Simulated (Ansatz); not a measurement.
# C₄H₇B: up Jacob's ladder to CCSD(T)

One table from this session's results is given with a row withheld; the runs are named, their logs left out.

Computed with Ansatz 0.2.0, Gaussian basis. Level: functionals in def2-TZVPP, the program's frozen cores in correlated methods.

Plan: PBE-D4, r2SCAN-D4, PBE0-D4, B3LYP-D4, ωB97X-V, ωB97M-V, B2PLYP; CCSD(T)/def2-TZVPP; MP2/def2-QZVPP; extrapolation to the limit.

## The geometry

All runs share one geometry, relaxed beforehand with PBE0-D4 in a triple-zeta def2 set.

SMILES `C=C1CB1C`, 12 atoms, charge 0, spin multiplicity 1.

Atoms are counted from 1 here; the program's logs count them from 0.

Bond lengths: C1–C2 1.324 Å, C1–H6 1.088 Å, C1–H7 1.086 Å, C2–C3 1.503 Å, C2–B4 1.496 Å, C3–B4 1.552 Å, C3–H8 1.091 Å, C3–H9 1.092 Å, B4–C5 1.541 Å, C5–H10 1.099 Å, C5–H11 1.093 Å, C5–H12 1.091 Å. Angles: C2–C1–H6 122.3°, C2–C1–H7 121.1°, H6–C1–H7 116.6°, C1–C2–C3 140.7°, C1–C2–B4 156.9°, C3–C2–B4 62.3°, C2–C3–B4 58.6°, C2–C3–H8 118.1°, C2–C3–H9 118.0°, B4–C3–H8 120.4°, B4–C3–H9 120.3°, H8–C3–H9 111.8°, C2–B4–C3 59.1°, C2–B4–C5 153.1°, C3–B4–C5 147.8°, B4–C5–H10 106.7°, B4–C5–H11 112.4°, B4–C5–H12 114.5° and more.

Set-up of the first run:

The input, in.yaml:

```yaml
crystal:
  periodic: [false, false, false]
  atoms:
    - {symbol: C, position_ang: [-1.609803, 1.251960, 0.871050]}
    - {symbol: C, position_ang: [-0.656208, 0.391343, 0.548186]}
    - {symbol: C, position_ang: [0.119345, -0.758460, 1.128672]}
    - {symbol: B, position_ang: [0.364808, -0.268035, -0.323598]}
    - {symbol: C, position_ang: [1.178075, -0.404095, -1.625898]}
    - {symbol: H, position_ang: [-2.085398, 1.252759, 1.849663]}
    - {symbol: H, position_ang: [-1.956148, 1.997406, 0.160542]}
    - {symbol: H, position_ang: [-0.411113, -1.694109, 1.314105]}
    - {symbol: H, position_ang: [0.846651, -0.542219, 1.913322]}
    - {symbol: H, position_ang: [2.153443, 0.067178, -1.439465]}
    - {symbol: H, position_ang: [1.396889, -1.445864, -1.874137]}
    - {symbol: H, position_ang: [0.736556, 0.097037, -2.488544]}
basis:
  gaussian: {orbitals: def2-TZVPP}
hamiltonian: {xc: pbe, dispersion: d4}
output: {forces: true, orbitals: {seedname: orbitals}}
```

Launch:

```sh
$ ansatz run in.yaml --threads 4 --pin off --events-out ev --progress --plain --max-ram 10444MiB
```

Among the steps run: PBE-D4 (GGA); r2SCAN-D4 (meta-GGA); PBE0-D4 (hybrid); B3LYP-D4 (hybrid); ωB97X-V (range-separated); ωB97M-V (range-separated); B2PLYP (double hybrid); CCSD(T) in def2-TZVPP; MP2 in def2-QZVPP.

One table of the session follows, with a row left open; its other results are not shown here.

It belongs to the step «Atomisation energies». 

```
            method  atoms, summed (eV)  atomisation energy (kJ/mol)
            PBE-D4           -4878.764                       5076.9
         r2SCAN-D4           -4883.571                       4974.5
           PBE0-D4           -4880.281                       5001.2
          B3LYP-D4           -4887.625                       4951.7
           ωB97X-V           -4885.630                       4935.6
           ωB97M-V           -4884.279                       4952.8
            B2PLYP           -4882.645                       4899.4
     HF/def2-TZVPP           -4865.421                       3721.5
    MP2/def2-TZVPP           -4873.800                       4888.2
   CCSD/def2-TZVPP                   ?                            ?
CCSD(T)/def2-TZVPP           -4876.844                       4803.3
           MP2/CBS           -4875.199                       4993.8
       CCSD(T)/CBS           -4878.242                       4908.9
```

Q: Estimate the row for CCSD/def2-TZVPP from the others.

**Answer.** atoms, summed (eV): -4876.587; atomisation energy (kJ/mol): 4732.9. In the column «atoms, summed (eV)» it lies between CCSD(T)/def2-TZVPP (-4876.844) and MP2/CBS (-4875.199).
